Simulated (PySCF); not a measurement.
# A diatomic session: TeH−

One table from this session's results is given with a row withheld; the runs are named, their logs left out.

The runs use PySCF 2.14.0; Te aug-cc-pVDZ-PP with ECP28, H aug-cc-pVDZ, scalar-relativistic core potentials.

The first run:

Settings of the job:

```
atoms                         : Te, H
charge                        : -1
basis                         : Te aug-cc-pVDZ-PP with ECP28, H aug-cc-pVDZ
Hamiltonian                   : scalar-relativistic core potentials
basis functions               : 41
electrons treated             : 26
masses in u                   : 129.9062, 1.0078
levels                        : PBE0, PBE, r²SCAN, PBEsol, PW91, MN15, HF, MP2, SCS-MP2, CCSD, CCSD(T)
grid                          : 80 radial by 434 angular points
occupations                   : held fixed by the projection of orbital angular momentum
dissociation limit            : Te− + H, each in its ground configuration
starting distance in angstrom : 1.740
values of 2S to try           : 0, 2
```

Launch:

```
> OMP_NUM_THREADS=1 python dia.py task.json out
```

Steps of the session up to this table: Set-up; PBE0 along the bond; Excited determinants; PBE (GGA); r²SCAN (meta-GGA); PBEsol (GGA); PW91 (GGA); MN15; RHF; Adding correlation.

One of the session's tables, all rows but one given; the rest of the session is left out.

It belongs to the step «The curves together». Energy (eV) from each level's lowest point:

| R (Å) | RHF | RHF-MP2 | RHF-SCS-MP2 | RHF-CCSD | RHF-CCSD(T) |
| --- | --- | --- | --- | --- | --- |
| 1.440 | 0.600 | 0.589 | 0.609 | n/a | n/a |
| 1.507 | 0.262 | 0.259 | 0.272 | 0.281 | 0.286 |
| 1.574 | ? | ? | ? | ? | ? |
| 1.624 | 0.012 | 0.013 | 0.017 | 0.020 | 0.022 |
| 1.674 | 0.000 | 0.000 | 0.000 | 0.000 | 0.000 |
| 1.724 | 0.029 | 0.028 | 0.023 | 0.019 | 0.017 |
| 1.791 | 0.118 | 0.113 | 0.102 | 0.092 | 0.087 |
| 1.875 | 0.286 | 0.276 | 0.257 | 0.236 | 0.228 |
| 1.975 | 0.543 | 0.525 | 0.496 | 0.459 | 0.446 |
| 2.109 | 0.932 | 0.903 | 0.859 | n/a | n/a |

**Question.** Estimate the row for R (Å) = 1.574.

Worked estimate for «RHF». A straight line through the neighbours (1.507, 0.262) and (1.624, 0.012) gives 0.262 + (0.012 − 0.262) × (1.574 − 1.507) / (1.624 − 1.507) = 0.119; a parabola fitted to 4 rows on both sides gives 0.070.

The run gave: RHF: 0.076; RHF-MP2: 0.075; RHF-SCS-MP2: 0.084; RHF-CCSD: 0.090; RHF-CCSD(T): 0.093. In «RHF» the line misses by +0.043 and the parabola by -0.006.
